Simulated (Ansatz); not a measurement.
**Cl2GaGeH3: basis-set convergence**

One table from this session's results is given with a row withheld; the runs are named, their logs left out.

Program: Ansatz 0.2.0, Gaussian basis. Level of theory: one geometry, several basis sets. These are calculated values, not measurements.

Plan: PBE0-D4/def2-SVP; ωB97M-V/def2-SVP; PBE0-D4/def2-QZVPP; ωB97M-V/def2-QZVPP; the functionals' def2-TZVPP values are taken from earlier runs.

## The geometry

The geometry comes from an earlier relaxation with PBE0-D4 in a triple-zeta def2 set; it is a stationary point, not always the lowest conformer.

7 atoms, charge 0, spin multiplicity 1.

Atoms are counted from 1 here; the program's logs count them from 0.

Bond lengths: Cl1–Ga2 2.142 Å, Ga2–Cl3 2.141 Å, Ga2–Ge4 2.427 Å, Ge4–H5 1.533 Å, Ge4–H6 1.534 Å, Ge4–H7 1.535 Å. Angles: Cl1–Ga2–Cl3 113.6°, Cl1–Ga2–Ge4 122.7°, Cl3–Ga2–Ge4 123.6°, Ga2–Ge4–H5 109.9°, Ga2–Ge4–H6 109.2°, Ga2–Ge4–H7 108.4°, H5–Ge4–H6 110.2°, H5–Ge4–H7 109.7°, H6–Ge4–H7 109.3°.

Set-up of the first run:

in.yaml reads:

```yaml
crystal:
  periodic: [false, false, false]
  atoms:
    - {symbol: Cl, position_ang: [-0.859882, -2.502744, 1.452279]}
    - {symbol: Ga, position_ang: [0.410183, -1.127097, 0.411675]}
    - {symbol: Cl, position_ang: [2.401790, -1.855297, 0.113286]}
    - {symbol: Ge, position_ang: [-0.360332, 1.038393, -0.368490]}
    - {symbol: H, position_ang: [0.840424, 1.927048, -0.713126]}
    - {symbol: H, position_ang: [-1.210636, 1.696706, 0.725309]}
    - {symbol: H, position_ang: [-1.221547, 0.822980, -1.620933]}
basis:
  gaussian: {orbitals: def2-SVP}
hamiltonian: {xc: pbe0, dispersion: d4}
output: {orbitals: {seedname: orbitals}}
```

The run is started by

```
$ ansatz run in.yaml --threads 4 --pin off --events-out ev --progress --plain --max-ram 10444MiB
```

Steps of the session up to this table: PBE0-D4 in def2-SVP; ωB97M-V in def2-SVP; PBE0-D4 in def2-QZVPP; ωB97M-V in def2-QZVPP.

One table of the session follows, with a row left open; its other results are not shown here.

It belongs to the step «Functionals by basis». 

| functional | basis | HOMO (eV) | LUMO (eV) |
| --- | --- | --- | --- |
| PBE0-D4 | def2-SVP | -8.30 | -1.82 |
| PBE0-D4 | def2-TZVPP | ? | ? |
| PBE0-D4 | def2-QZVPP | -8.39 | -1.98 |
| ωB97M-V | def2-SVP | -10.27 | 0.00 |
| ωB97M-V | def2-TZVPP | -10.38 | -0.18 |
| ωB97M-V | def2-QZVPP | -10.41 | -0.26 |

**Question.** Estimate the row for PBE0-D4, def2-TZVPP.

**Answer.** HOMO (eV): -8.37; LUMO (eV): -1.94. In the column «HOMO (eV)» it lies between PBE0-D4, def2-QZVPP (-8.39) and PBE0-D4, def2-SVP (-8.30).
